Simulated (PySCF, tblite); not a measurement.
# C₆H₅F: geometry, infrared bands, NMR shifts and spin-spin couplings

Aim: predict the infrared bands, NMR shifts and spin-spin couplings of C₆H₅F (`C#CC#CCCF`).

The runs use tblite 0.8.0 and PySCF 2.14.0, with density-fitted response routines of our own; the level of theory stands in each step. All values are computed, except where a source is named. Atoms count from 0, in the outputs and in this text.

## (1) The molecule as given

12 atoms, charge 0, multiplicity 1; geometry from: force field or distance geometry start.

Bonds of the start (Å): C0–C1 1.21, C1–C2 1.53, C2–C3 1.21, C3–C4 1.46, C4–C5 1.53, C5–F6 1.36, C0–H7 1.06, C4–H8 1.10, C4–H9 1.09, C5–H10 1.09, C5–H11 1.10.

## (2) Geometry optimisation with GFN2-xTB

What the job is given:

```
{"job": {"kind": "relax", "xc": "GFN2-xTB", "basis": "xTB"}, "charge": 0, "multiplicity": 1}
C      3.217200    -2.506400    -0.332100
C      2.325500    -1.705700    -0.142700
C      1.212800    -0.695900     0.124900
C      0.323500     0.108400     0.310500
C     -0.750800     1.069600     0.569200
C     -1.937700     0.839300    -0.363400
F     -2.890100     1.770400    -0.091600
H      3.994600    -3.202500    -0.502300
H     -0.371800     2.089100     0.423000
H     -1.090600     1.010400     1.607300
H     -1.655300     0.943300    -1.415400
H     -2.376200    -0.155000    -0.213400
```

Started as:

```console
$ OMP_NUM_THREADS=1 python probes_run.py task.json out
```

This one command runs all jobs of the session in turn.

**Question.** This job is followed by: GFN2-xTB harmonic vibrations, gas phase; GIAO PBE0/pcSseg-1 NMR shielding, non-relativistic, gas phase; B3LYP/pcJ-1 indirect spin-spin coupling, non-relativistic, gas phase. What will the session give for the following? strongest single infrared mode (GFN2-xTB); zero-point energy (GFN2-xTB); 13C shifts against TMS (PBE0/pcSseg-1); 1H shifts against TMS (PBE0/pcSseg-1, means over atoms taken as alike); 19F shifts against CFCl3 (PBE0/pcSseg-1); largest coupling of the table (B3LYP/pcJ-1).

**Answer**, as computed:

| quantity | value |
| --- | --- |
| strongest single infrared mode (GFN2-xTB) | 1056 cm⁻¹, 75 km/mol |
| zero-point energy (GFN2-xTB) | 53.1 kcal/mol |
| 13C shifts against TMS (PBE0/pcSseg-1) | 84.7, 75.7, 75.4, 73.8, 72.0, 23.9 ppm |
| 1H shifts against TMS (PBE0/pcSseg-1, means over atoms taken as alike) | 4.81, 2.92, 1.19 ppm |
| 19F shifts against CFCl3 (PBE0/pcSseg-1) | -239.9 ppm |
| largest coupling of the table (B3LYP/pcJ-1) | 1J(C,H) C0–H7, 271.9 Hz |

In words: The optimisation took 43 steps and gained 0.522 eV; among the close pairs (by a distance rule), C1–C2 changed most, from 1.526 to 1.359 Å. No mode is imaginary among the 30: a minimum at this level. The strongest single mode, at 1056 cm⁻¹, is carried by C5, C4, F6. Unscaled tight-binding wavenumbers are off by several per cent, some by more. Its intensities can rank the bands wrongly. H10, H11 (mean) (hydrogen on an sp3 CH2 bonded to F) lies farthest downfield among hydrogen, at 4.81 ppm; its carbon carries F, an electronegative neighbour. At PBE0/pcSseg-1: The widest tensor belongs to C3: span 285 ppm, with a paramagnetic part of -155 ppm. In the run at B3LYP/pcJ-1, the largest coupling of the table is C0–H7, 271.9 Hz, of which the Fermi-contact term gives 273.6 Hz. Couplings across rotatable bonds belong to this one conformer; where others are populated, the observed values are averages, and the simulated multiplets take (2 J gauche + J anti)/3 across rotating chain bonds.
